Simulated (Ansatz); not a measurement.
# NiO: the cost of one run

Computed with Ansatz 0.2.0 (DFT PBE+U (U_eff = 6.2 eV on Ni 3d), scalar-relativistic, plane waves, PAW, unless a step's input says otherwise).

These runs use a low cutoff (300 eV) and a coarse mesh on purpose, to show what cheap settings give: their numbers aren't properties of the material.

## Step 1: The structure to begin with

The structure is cubic, space group Fm-3m (No. 225). The conventional cell has a = 4.260 Å, b = 4.260 Å, c = 4.260 Å, α = 90.00°, β = 90.00°, γ = 90.00°. Ni (site symmetry m-3m) has 6 O at 2.13 Å as nearest neighbours. O (site symmetry m-3m) is surrounded by 6 Ni at 2.13 Å.

As a file:

```
CELL_PARAMETERS angstrom
0.00000 2.13111 2.13111
2.13111 0.00000 2.13111
4.25791 2.12680 -2.12680
ATOMIC_POSITIONS crystal
Ni 0.00000 0.00000 0.00000
O 0.75000 0.50000 0.25000
Ni 0.50000 0.00000 0.50000
O 0.25000 0.50000 0.75000
```

This cell comes from an earlier session at PBE+U (U_eff = 6.2 eV on Ni 3d): 9.664 Å³/atom at -0.09 GPa, on a 6×6×6 mesh. The large moments point both ways and cancel.

Volume factors to run: 0.980, 1.020, 0.960, 1.040.

## Step 2: Volume × 0.980

Input file input.yaml:

```yaml
crystal:
  lattice:
    - [0.0, 2.1168034875, 2.1168034875]
    - [2.1168034875, 0.0, 2.1168034876]
    - [4.2293284045, 2.1125249169, -2.1125249169]
  atoms:
    - { symbol: Ni, position: [0.0, 0.0, 0.0], spin: 1.86 }
    - { symbol: O, position: [0.7499999994, 0.5000000011, 0.2499999983] }
    - { symbol: Ni, position: [0.5, 0.0, 0.5], spin: -1.86 }
    - { symbol: O, position: [1.2500000006, 0.4999999989, 0.7500000017] }
basis:
  ecutwfc: 300
  ecutrho_ratio: 4
kpoints:
  mp_grid: { grid: [6, 6, 6] }
hamiltonian:
  xc: pbe
  hubbard:
    sites:
      - { species: Ni, l: d, u_eff: 6.2, starting_ns: start.occupation_matrices }
    ns_hold: { iters: 6 }
scf:
  occupations: { method: gaussian, width: 0.05 }
  lower_state_search: "off"
output:
  forces: true
  stress: true
  eigenvalues: true
  populations: true
magnetization:
  spin_polarized: true
relax:
  f_tol: 0.01
  max_steps: 40
  cell: { stress_tol: 0.1, fix: [volume] }
```

The open shells start from the occupation matrices of the run at the neighbouring geometry (file start.occupation_matrices).

The run is started by

```sh
$ ansatz run input.yaml --threads 1 --pin off --max-ram 2560MiB --backend cpu --events-out ev --progress --plain --runs-dir out
```

What time and memory should one allow on 1 thread of Intel Xeon 6975P-C (Granite Rapids), shared host?

About 17 s, with a peak of 0.41 GiB.
